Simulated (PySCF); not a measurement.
# C₂H₆F₂GeO: NMR shifts at several levels of theory, part 2 of 2

PySCF 2.14.0. Atoms count from 0.

## Step 9: Nuclear shieldings: LC-wPBE/pcSseg-1

Job settings and geometry (Å):

```
{"job": {"kind": "nmr", "xc": "LC-wPBE", "basis": "pcSseg-1", "pop": false}, "charge": 0, "multiplicity": 1}
O      1.209091     0.420707    -1.071031
C      1.226680     0.148093     0.314615
C      0.052565    -0.773478     0.571115
Ge    -1.457227    -0.019718    -0.385135
F     -2.909690    -0.587399     0.386124
F     -1.460571     1.685221    -0.039812
H      1.737301     1.204252    -1.252736
H      2.181071    -0.319687     0.623883
H      1.098330     1.074017     0.903354
H     -0.200490    -0.858832     1.638114
H      0.242669    -1.786243     0.182365
H     -1.680293    -0.213331    -1.882747
```

With the program's defaults for keys left out, this is: GIAO LC-wPBE/pcSseg-1 NMR shielding, non-relativistic, gas phase.

Output:

```text
coarse grid: 48392 points
cycle   1  E = -2430.8814912374  dE = -1.112e-01  |g| = 1.371e+00  |ddm| = 3.054e+00
cycle   2  E = -2430.8452178502  dE =  3.627e-02  |g| = 1.512e+00  |ddm| = 1.416e+00
cycle   3  E = -2431.1059424903  dE = -2.607e-01  |g| = 9.443e-02  |ddm| = 7.470e-01
cycle   4  E = -2431.1071298441  dE = -1.187e-03  |g| = 4.806e-02  |ddm| = 7.415e-02
cycle   5  E = -2431.1074479167  dE = -3.181e-04  |g| = 8.489e-03  |ddm| = 2.907e-02
cycle   6  E = -2431.1074661936  dE = -1.828e-05  |g| = 2.767e-03  |ddm| = 1.109e-02
cycle   7  E = -2431.1074679894  dE = -1.796e-06  |g| = 9.976e-04  |ddm| = 2.579e-03
final grid: 102104 points
cycle   8  E = -2431.1071950614  dE = -4.582e-07  |g| = 1.162e-03  |ddm| = 1.657e-03
cycle   9  E = -2431.1071948334  dE =  2.281e-07  |g| = 1.189e-03  |ddm| = 1.160e-03
cycle  10  E = -2431.1071950244  dE = -1.910e-07  |g| = 5.281e-05  |ddm| = 5.781e-04
cycle  11  E = -2431.1071950254  dE = -1.081e-09  |g| = 2.993e-05  |ddm| = 7.899e-05
cycle  12  E = -2431.1071950257  dE = -3.056e-10  |g| = 5.578e-06  |ddm| = 4.948e-05
converged SCF energy = -2431.1071950257

GIAO shielding tensors (ppm)
atom      isotropic    diamagn.    paramagn.     s11        s22        s33       span
  0 O      304.125     390.873     -86.748    257.209    274.892    380.275    123.066
  1 C      130.022     243.813    -113.791    102.925    115.202    171.939     69.014
  2 C      165.075     254.513     -89.438    138.575    173.634    183.015     44.440
  3 Ge    1259.127    2754.008   -1494.882   1162.230   1202.979   1412.171    249.941
  4 F      351.902     475.358    -123.456    271.353    376.288    408.064    136.711
  5 F      373.991     477.413    -103.422    293.460    396.270    432.244    138.783
  6 H       30.551      31.410      -0.859     21.431     25.363     44.858     23.427
  7 H       27.379      28.338      -0.959     22.381     26.178     33.579     11.198
  8 H       27.390      30.369      -2.979     24.183     25.953     32.033      7.850
  9 H       29.930      30.310      -0.380     25.107     27.811     36.872     11.766
 10 H       29.553      30.350      -0.797     25.270     27.567     35.822     10.552
 11 H       25.512      26.732      -1.220     18.757     20.589     37.190     18.433
```

Wall time 36 s (1 thread of Arm Neoverse V1, shared host); peak memory 0.89 GiB.

Key values: δ C1 58.5, C2 23.5, O0 34.6, Ge3 81, H11 5.81, H7 3.94 ppm (means over like atoms).

## Step 10: NMR shieldings: PBE0/6-31G

Same as in step 9 but for these lines:

```diff
@@ -1,2 +1,2 @@
-{"job": {"kind": "nmr", "xc": "LC-wPBE", "basis": "pcSseg-1", "pop": false}, "charge": 0, "multiplicity": 1}
+{"job": {"kind": "nmr", "xc": "PBE0", "basis": "6-31G", "pop": true}, "charge": 0, "multiplicity": 1}
 O      1.209091     0.420707    -1.071031
```

With the program's defaults for keys left out, this is: GIAO PBE0/6-31G NMR shielding, non-relativistic, gas phase.

Output:

```text
coarse grid: 48392 points
cycle   1  E = -2430.5605203164  dE =  9.700e-03  |g| = 9.803e-01  |ddm| = 3.127e+00
cycle   2  E = -2430.3264251766  dE =  2.341e-01  |g| = 1.560e+00  |ddm| = 2.247e+00
cycle   3  E = -2430.7414811027  dE = -4.151e-01  |g| = 9.005e-02  |ddm| = 1.370e+00
cycle   4  E = -2430.7429632739  dE = -1.482e-03  |g| = 4.769e-02  |ddm| = 1.288e-01
cycle   5  E = -2430.7434505820  dE = -4.873e-04  |g| = 7.248e-03  |ddm| = 4.261e-02
cycle   6  E = -2430.7434600297  dE = -9.448e-06  |g| = 2.442e-03  |ddm| = 7.901e-03
final grid: 102104 points
cycle   7  E = -2430.7434026264  dE =  1.012e-06  |g| = 3.453e-03  |ddm| = 4.841e-03
cycle   8  E = -2430.7434001727  dE =  2.454e-06  |g| = 5.060e-03  |ddm| = 6.721e-03
cycle   9  E = -2430.7434048971  dE = -4.724e-06  |g| = 2.705e-04  |ddm| = 3.977e-03
cycle  10  E = -2430.7434049137  dE = -1.664e-08  |g| = 2.431e-05  |ddm| = 2.525e-04
cycle  11  E = -2430.7434049138  dE = -1.191e-10  |g| = 9.525e-06  |ddm| = 3.168e-05
converged SCF energy = -2430.7434049138

GIAO shielding tensors (ppm)
atom      isotropic    diamagn.    paramagn.     s11        s22        s33       span
  0 O      293.544     389.149     -95.605    248.092    263.947    368.592    120.500
  1 C      143.673     242.113     -98.440    117.763    130.272    182.983     65.220
  2 C      173.728     250.756     -77.028    147.061    181.218    192.905     45.844
  3 Ge    1588.467    2747.682   -1159.215   1506.675   1576.634   1682.091    175.416
  4 F      339.953     468.999    -129.046    245.420    366.224    408.214    162.794
  5 F      363.047     470.056    -107.009    270.305    386.951    431.884    161.579
  6 H       32.392      30.322       2.070     23.630     27.533     46.014     22.384
  7 H       28.579      28.745      -0.166     23.494     27.465     34.778     11.284
  8 H       28.505      29.071      -0.565     25.222     26.985     33.309      8.087
  9 H       31.254      29.772       1.482     26.009     29.251     38.503     12.493
 10 H       30.657      29.829       0.827     25.791     28.950     37.230     11.439
 11 H       25.928      27.671      -1.743     18.858     20.824     38.100     19.242
```

Wall time 9.8 s (1 thread of Arm Neoverse V1, shared host); peak memory 0.49 GiB.

This run: δ C1 55.9, C2 25.8, O0 24.9, Ge3 107, H11 6.68, H7 4.07 ppm (means over like atoms).

## Step 11: NMR shieldings: PBE0/STO-3G

Same as in step 10 but for these lines:

```diff
@@ -1,2 +1,2 @@
-{"job": {"kind": "nmr", "xc": "PBE0", "basis": "6-31G", "pop": true}, "charge": 0, "multiplicity": 1}
+{"job": {"kind": "nmr", "xc": "PBE0", "basis": "STO-3G", "pop": true}, "charge": 0, "multiplicity": 1}
 O      1.209091     0.420707    -1.071031
```

Method: GIAO PBE0/STO-3G NMR shielding, non-relativistic, gas phase.

Output:

```text
coarse grid: 48392 points
cycle   1  E = -2402.1876958546  dE = -1.777e+00  |g| = 6.513e-01  |ddm| = 4.085e+00
cycle   2  E = -2402.2747595135  dE = -8.706e-02  |g| = 5.205e-01  |ddm| = 2.008e+00
cycle   3  E = -2402.3693079974  dE = -9.455e-02  |g| = 7.579e-02  |ddm| = 9.196e-01
cycle   4  E = -2402.3711110616  dE = -1.803e-03  |g| = 2.052e-02  |ddm| = 1.397e-01
cycle   5  E = -2402.3712519138  dE = -1.409e-04  |g| = 5.211e-03  |ddm| = 3.849e-02
cycle   6  E = -2402.3712607963  dE = -8.883e-06  |g| = 1.072e-03  |ddm| = 9.078e-03
final grid: 102104 points
cycle   7  E = -2402.3713467122  dE = -1.540e-07  |g| = 9.292e-04  |ddm| = 3.225e-03
cycle   8  E = -2402.3713467273  dE = -1.505e-08  |g| = 9.008e-04  |ddm| = 2.764e-03
cycle   9  E = -2402.3713470076  dE = -2.804e-07  |g| = 7.577e-05  |ddm| = 1.435e-03
cycle  10  E = -2402.3713470099  dE = -2.228e-09  |g| = 9.234e-06  |ddm| = 1.341e-04
cycle  11  E = -2402.3713470099  dE = -4.002e-11  |g| = 1.985e-06  |ddm| = 1.862e-05
converged SCF energy = -2402.3713470099

GIAO shielding tensors (ppm)
atom      isotropic    diamagn.    paramagn.     s11        s22        s33       span
  0 O      341.251     378.526     -37.276    309.059    322.429    392.264     83.205
  1 C      180.967     246.403     -65.436    156.026    172.282    214.594     58.568
  2 C      222.173     245.789     -23.616    201.070    220.687    244.762     43.692
  3 Ge    1949.948    2732.974    -783.026   1783.726   1986.200   2079.918    296.191
  4 F      531.054     453.348      77.705    359.041    568.707    665.413    306.371
  5 F      538.771     454.421      84.350    365.105    574.275    676.934    311.829
  6 H       34.178      30.583       3.595     25.266     30.085     47.185     21.919
  7 H       30.727      29.362       1.365     25.824     28.141     38.215     12.391
  8 H       30.889      31.267      -0.378     26.865     28.646     37.157     10.292
  9 H       31.871      30.704       1.167     25.602     28.908     41.102     15.500
 10 H       31.751      30.668       1.083     26.320     28.667     40.267     13.946
 11 H       29.715      31.001      -1.286     23.574     25.543     40.027     16.453
```

Run time: 5 s. Hardware: 1 thread of Arm Neoverse V1, shared host; peak memory 0.37 GiB.

In short: δ C1 53.7, C2 12.5, O0 0.5, Ge3 102, H11 2.89, H7 1.80 ppm (means over like atoms).

## Step 12: Run by run: NMR shifts

Shifts (ppm) of some atoms, chosen among heavy atoms and hydrogens apart, means over like atoms, with basis size and wall time:

| run | C1 | C2 | H11 | H6 | O0 | Ge3 | F4 | functions | time |
| --- | --- | --- | --- | --- | --- | --- | --- | --- | --- |
| PBE0/pcSseg-1 | 60.6 | 25.4 | 5.98 | 0.77 | 43.0 | 57 | -174.1 | 156 | 21 s |
| mPW1PW91/pcSseg-1 | 60.6 | 25.5 | 5.96 | 0.78 | 42.7 | 56 | -173.8 | 156 | 23 s |
| WP04/pcSseg-1 | 63.4 | 27.2 | 5.43 | 1.05 | 39.2 | -5 | -173.5 | 156 | 20 s |
| B97-2/pcSseg-1 | 60.5 | 25.4 | 5.92 | 0.79 | 42.4 | 44 | -173.1 | 156 | 20 s |
| BHandHLYP/pcSseg-1 | 58.7 | 23.7 | 5.68 | 0.97 | 37.7 | 35 | -165.4 | 156 | 23 s |
| CAM-B3LYP/pcSseg-1 | 61.1 | 26.0 | 5.94 | 0.84 | 44.1 | 59 | -163.9 | 156 | 36 s |
| wB97X-D/pcSseg-1 | 60.1 | 24.6 | 5.88 | 0.80 | 38.3 | 60 | -168.2 | 156 | 26 s |
| LC-wPBE/pcSseg-1 | 58.5 | 23.5 | 5.81 | 0.78 | 34.6 | 81 | -157.1 | 156 | 36 s |
| PBE0/6-31G | 55.9 | 25.8 | 6.68 | 0.22 | 24.9 | 107 | -174.1 | 84 | 9.8 s |
| PBE0/STO-3G | 53.7 | 12.5 | 2.89 | -1.57 | 0.5 | 102 | -230.5 | 49 | 5 s |

## Step 13: Outcome

The summary covers parts 1 to 2.

| quantity | value |
| --- | --- |
| 13C shifts against TMS (PBE0/pcSseg-1) | 60.6, 25.4 ppm |
| 1H shifts against TMS (PBE0/pcSseg-1, means over atoms taken as alike) | 5.98, 4.09, 1.64, 0.77 ppm |
| 17O shifts against H2O (PBE0/pcSseg-1) | 43.0 ppm |
| 73Ge shifts against GeMe4 (PBE0/pcSseg-1) | 57 ppm |
| 19F shifts against CFCl3 (PBE0/pcSseg-1, means over atoms taken as alike) | -174.1 ppm |
| range of the shift of Ge3 (minimal bases aside) | -5 to 107 ppm |
| property runs in this session | 10, of which 0 failed and 1 gave unsound results |

In words: Single values in the summary come from the first sound run of each kind (PBE0/pcSseg-1), which need not be the best level. At PBE0/pcSseg-1: The largest span, 241 ppm, is at Ge3, where the paramagnetic term is -1481 ppm. Leaving out the minimal-basis runs, which are unusable for shieldings: Across the 9 runs the shift of Ge3 moves most, between -5 (WP04/pcSseg-1) and 107 ppm (PBE0/6-31G). Spin-orbit coupling is left out, which matters for shieldings and couplings at and beside the heavy atoms.
